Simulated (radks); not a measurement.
**As²⁺ in [Ar] 3d10 4s2 4p1: an all-electron calculation**

An exercise on one series of results from a longer session: the logs are not shown, and one member is left open.

Program: radks (a radial shooting solver on a logarithmic mesh, Libxc functionals) version 1. Level of theory: Dirac Kohn-Sham, exchange-only PBE, spin-unpolarised, spherical densities, point nucleus; open shells fill j = l - 1/2 first. These are calculated values, not measurements, unless marked.

### What is computed

```
element       : arsenic (Z = 33)
charge        : +2
electrons     : 31
configuration : [Ar] 3d10 4s2 4p1
```

The first run:

The run's settings:

```text
Z 33
configuration [Ar] 3d10 4s2 4p1
relativity Dirac
functional pbe,
spin unpolarised
j_filling energy
nucleus point
c 137.035999084
```

The run is started by

```
> python run_ks.py task.json out
```

All runs below come from this command, one after another.

One table of the session follows, with a row left open; its other results are not shown here.

It belongs to the step «Radial structure». From the orbitals of this run (lengths in bohr):

| level | <r> | outermost maximum (interpolated) | 90 % within | nodes |
| --- | --- | --- | --- | --- |
| 1s1/2 | 0.04549 | 0.0297 | 0.0813 | 0 |
| 2s1/2 | 0.2025 | 0.170 | 0.314 | 1 |
| 2p1/2 | 0.1746 | 0.134 | 0.286 | 0 |
| 2p3/2 | 0.1783 | 0.137 | 0.291 | 0 |
| 3s1/2 | 0.5982 | 0.522 | 0.894 | 2 |
| 3p1/2 | 0.6100 | 0.515 | 0.936 | 1 |
| 3p3/2 | 0.6206 | 0.524 | 0.952 | 1 |
| 3d3/2 | 0.6736 | 0.475 | 1.13 | 0 |
| 3d5/2 | 0.6782 | 0.478 | 1.14 | 0 |
| 4s1/2 | 1.817 | 1.57 | 2.69 | 3 |
| 4p1/2 | 2.155 | 1.81 | 3.24 | 2 |
| 4p3/2 | ? | ? | ? | ? |

**Question.** Estimate the row for 4p3/2.

The run gave: <r>: 2.187; outermost maximum (interpolated): 1.84; 90 % within: 3.29; nodes: 2. In the column «<r>» it is the highest.

Limits of these values: Spin polarisation and multiplet splitting are left out.
